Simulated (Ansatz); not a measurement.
**Sn: pressure up to the limit of the methods**

An exercise on one series of results from a longer session: the logs are not shown, and one member is left open.

Computed with Ansatz 0.2.0 (DFT, PBEsol, PAW with Ansatz's default frozen-core files, scalar-relativistic, unless a step's input says otherwise).

1 further run of the same task is left out (it didn't finish). Runs told in other sessions of the task aren't counted.

**The starting structure**

The structure is cubic, space group Pm-3m (No. 221). The conventional cell has a = 3.115 Å, b = 3.115 Å, c = 3.115 Å, α = 90.00°, β = 90.00°, γ = 90.00°. Sn (site symmetry m-3m) is surrounded by 6 Sn at 3.12 Å.

Coordinates:

```
Sn
1.0
     3.11550    0.00000    0.00000
     0.00000    3.11550    0.00000
     0.00000    0.00000    3.11550
Sn
1
Direct
  0.00000 0.00000 0.00000
```

Whether this phase is the stable one at these pressures isn't tested.

The first run:

Contents of input.yaml:

```yaml
crystal:
  lattice:
    - [3.1154964611, 0.0, 0.0]
    - [0.0, 3.1154964611, 0.0]
    - [0.0, 0.0, 3.1154964611]
  atoms:
    - { symbol: Sn, position: [0.0, 0.0, 0.0] }
kpoints:
  mp_grid: { grid: [14, 14, 14] }
scf:
  occupations: { method: fermi_dirac, width: 0.1 }
hamiltonian:
  xc: pbesol
  pseudopotentials: { kind: paw }
output:
  forces: true
  stress: true
  write_density: true
  write_potential: true
  elf: true
  volumetric_format: npy
relax:
  f_tol: 0.005
  max_steps: 40
  cell: {}
```

On the command line:

```sh
> ansatz run input.yaml --threads 1 --pin off --max-ram 2048MiB --backend cpu --events-out ev --progress --plain --runs-dir out
```

Steps of the session up to this table: Cell relaxed at zero pressure, PAW; Volume scaled by 1, PAW; Volume scaled by 0.95, PAW; Volume scaled by 0.85, PAW; Volume scaled by 0.75, PAW; Volume scaled by 0.65, PAW; Volume scaled by 0.65, PAW (cutoff 800 eV); Volume scaled by 0.55, PAW; Volume scaled by 0.45, PAW; Volume scaled by 0.4, PAW; Volume scaled by 0.4, PAW (cutoff 300 eV).

One of the session's tables, all rows but one given; the rest of the session is left out.

```
             method  volume over the first  volume (Å³/atom)  pressure (GPa)
                PAW                      1            27.906           -0.01
                PAW                   0.95            26.511            3.13
                PAW                   0.85            23.720           13.09
                PAW                   0.75            20.929           31.51
                PAW                   0.65            18.139           66.65
                PAW                   0.55            15.348          137.62
                PAW                   0.45            12.558          294.00
                PAW                    0.4            11.162          441.45
PAW (cutoff 300 eV)                    0.4            11.162          445.88
PAW (cutoff 800 eV)                   0.65                 ?               ?
```

**Question.** Estimate the row for PAW (cutoff 800 eV), 0.65.

**Answer.** volume (Å³/atom): 18.139; pressure (GPa): 66.61.

Limits of these values: Warnings in the runs' records: cutoff below recommended.
